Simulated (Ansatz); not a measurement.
This script drives Ansatz's Python interface.

The script, `clfmos2_methods.py`:
```python
"""One geometry of ClFMoS2, method by method."""

from pathlib import Path

import ansatz
from ase import Atoms
import numpy as np


def main() -> None:
    atoms = Atoms(["F", "Mo", "S", "S", "Cl"], positions=[
        (-0.689, -0.3029, 1.8803),
        (-0.0232, -0.078, 0.0238),
        (1.7797, -0.9955, -0.1052),
        (-1.2403, -0.9447, -1.3085),
        (0.2227, 2.2474, -0.5318),
    ])
    clfmos2 = ansatz.Crystal.molecule_from_ase(atoms)

    base = clfmos2.calculation().basis(gaussian="def2-SVP")

    print("functional    E (Ha)        dipole (D)   HOMO (eV)  LUMO (eV)")
    for name in ["lda", "hf", "r2scan0", "blyp", "cam_b3lyp"]:
        report = base.functional(name).forces().orbitals().run(threads=1, runs_dir="runs").report
        lines = Path(report["orbitals_path"]).read_text().splitlines()
        field_of = lambda key: [line.split("=")[1].strip() for line in lines if line.startswith(key)]
        orbitals = [(27.211386 * float(e), s, float(n)) for e, s, n in zip(field_of("Ene="), field_of("Spin="), field_of("Occup="))]
        homo = max(e for e, _, n in orbitals if n > 0.5)
        lumo = min(e for e, _, n in orbitals if n < 0.5)
        dipole = 4.803205 * np.linalg.norm(report["charge_distribution"]["dipole_moment_e_ang"])
        print(f"{name:10s} {report['free_energy_ev'] / 27.211386246:14.6f} {dipole:9.3f} {homo:11.3f} {lumo:10.3f}")


if __name__ == "__main__":
    main()
```

It is started by `python clfmos2_methods.py`. Estimate its wall time and peak memory on 1 thread of AMD EPYC 7R43 64-Core Processor (Zen 3), with other jobs on the host.

It took about 36 s, with a peak of 0.33 GiB, for 5 runs of the engine.

```console
$ python clfmos2_methods.py
functional    E (Ha)        dipole (D)   HOMO (eV)  LUMO (eV)
lda          -1419.379418     1.251      -7.107     -4.869
hf           -1421.109503     2.372     -10.876     -0.881
r2scan0      -1424.140395     1.688      -8.489     -4.219
blyp         -1424.310249     1.258      -6.747     -4.500
cam_b3lyp    -1424.254502     1.745      -9.360     -3.011
```

Notes:
- Total energies depend on the basis set; only differences at equal settings carry meaning.
- The geometry is a force-field or estimated start, not a minimum of this method, and the basis set is short of its limit. A lower total doesn't mark the better method: functionals have no common bound, and MP2 and coupled cluster aren't variational.
- def2 sets replace the cores of elements past krypton by effective core potentials.
- Levels such as HOMO and LUMO are orbital energies: with these approximate functionals they aren't the ionisation energy and electron affinity, and their gap isn't the fundamental gap.
